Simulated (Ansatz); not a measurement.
Geometry optimisation, DFT PBE, scalar-relativistic, plane waves, PAW (Ansatz).

Input:

```yaml
crystal:
  lattice:
    - [0.0, 5.43, 5.43]
    - [5.43, 0.0, 5.43]
    - [5.43, 5.43, 0.0]
  atoms:
    - { symbol: Si, position: [0.0, 0.0, 0.0] }
    - { symbol: Si, position: [0.125, 0.125, 0.125] }
    - { symbol: Si, position: [0.0, 0.0, 0.5] }
    - { symbol: Si, position: [0.125, 0.125, 0.625] }
    - { symbol: Si, position: [0.0, 0.5, 0.0] }
    - { symbol: Si, position: [0.125, 0.625, 0.125] }
    - { symbol: Si, position: [0.0, 0.5, 0.5] }
    - { symbol: Si, position: [0.125, 0.625, 0.625] }
    - { symbol: Si, position: [0.5, 0.0, 0.0] }
    - { symbol: Si, position: [0.625, 0.125, 0.125] }
    - { symbol: Si, position: [0.5, 0.0, 0.5] }
    - { symbol: Si, position: [0.625, 0.125, 0.625] }
    - { symbol: Si, position: [0.5, 0.5, 0.0] }
    - { symbol: Si, position: [0.625, 0.625, 0.125] }
    - { symbol: Si, position: [0.5, 0.5, 0.5] }
    - { symbol: Si, position: [0.625, 0.625, 0.625] }
    - { symbol: Ge, position: [0.30497753, 0.32108751, 0.80846117] }
basis:
  ecutwfc: 420.0
kpoints:
  mp_grid: { grid: [2, 2, 2] }
hamiltonian:
  xc: pbe
  pseudopotentials: { kind: paw, azcp: { folder: soft_1 } }
scf:
  occupations: { method: gaussian, width: 0.02 }
  lower_state_search: "off"
relax:
  f_tol: 0.03
  max_steps: 60
  adjacent_minimum: "off"
```

Run as:

```bash
$ ansatz run input.yaml --threads 1 --pin off --max-ram 3072MiB --backend cpu --events-out ev --progress --plain --runs-dir out
```

Task: Where does it end, and by what steps?

Result: It converged. The force dipped under the threshold on the way, but the program's further checks kept it going. Limits of this set-up: coarse k mesh, a small cell, in which the defect meets its images. After 7 steps the energy has fallen by 1.635 eV; Si13 moved furthest, 0.47 Å.

| step | energy less start (eV) | largest force component (eV/Å) | accepted |
| --- | --- | --- | --- |
| 0 | 0.0000 | 3.614 | yes |
| 1 | -1.2238 | 1.407 | yes |
| 2 | -1.5893 | 0.174 | yes |
| 3 | -1.6189 | 0.158 | yes |
| 4 | -1.6259 | 0.089 | yes |
| 5 | -1.6307 | 0.097 | yes |
| 6 | -1.6353 | 0.015 | yes |
| 7 | -1.6353 | 0.015 | yes |

```xyz
17
Lattice="0.0000 5.4300 5.4300 5.4300 0.0000 5.4300 5.4300 5.4300 0.0000" Properties=species:S:1:pos:R:3
Si 0.088 0.084 -0.026
Si 1.481 1.477 1.227
Si 2.968 2.962 0.252
Si 4.345 4.339 1.629
Si 2.845 -0.126 2.591
Si 4.100 1.266 3.984
Si 5.520 2.685 2.804
Si 6.912 3.939 4.197
Si -0.120 2.841 2.593
Si 1.272 4.095 3.986
Si 2.690 5.514 2.802
Si 3.944 6.906 4.196
Si 2.447 2.440 5.160
Si 3.824 3.817 6.537
Si 5.308 5.304 5.560
Si 6.701 6.697 6.814
Ge 6.108 6.104 3.392
```

Whether the end is a true minimum wasn't checked by a vibrational analysis.

The run took 81 s on 1 thread of Arm Neoverse N1, on a shared host, peak memory 0.54 GiB.
